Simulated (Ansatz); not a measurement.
# AgClH2O: the cost of one run

Computed with Ansatz 0.2.0 (the levels named in each step, unless a step's input says otherwise).

### 1 The system as given

Bond lengths: Cl2–Ag3 2.262 Å, O1–H4 0.964 Å, O1–H5 0.961 Å. Angles: H4–O1–H5 106.3°.

Structure file:

```xyz
5

O    -2.0719    0.9414   -0.5884
Cl   -0.2856   -1.6688    0.4922
Ag    0.4460    0.3996   -0.0602
H    -2.4222    0.2285   -0.0420
H    -2.3747    0.7680   -1.4833
```

### 2 A rough first relaxation, PBE-D4/def2-SVP

Input file input.yaml:

```yaml
crystal:
  periodic: [false, false, false]
  atoms:
    - { symbol: O, position_ang: [-2.07189, 0.94135, -0.58835] }
    - { symbol: Cl, position_ang: [-0.28564, -1.66879, 0.49218] }
    - { symbol: Ag, position_ang: [0.44601, 0.39955, -0.06025] }
    - { symbol: H, position_ang: [-2.42217, 0.22854, -0.04203] }
    - { symbol: H, position_ang: [-2.37471, 0.76798, -1.48333] }
basis:
  gaussian: { orbitals: def2-SVP }
hamiltonian:
  xc: pbe
  dispersion: d4
relax:
  f_tol: 0.03
  max_steps: 200
```

Run with:

```bash
> ansatz run input.yaml --threads 2 --pin off --max-ram 5120MiB --backend cpu --events-out ev --progress --plain --runs-dir out
```

Q: Estimate wall time and peak memory on 2 threads of Intel Xeon at 2.50GHz (Skylake/Cascade Lake), shared host.

About 21 s, with a peak of 0.15 GiB.
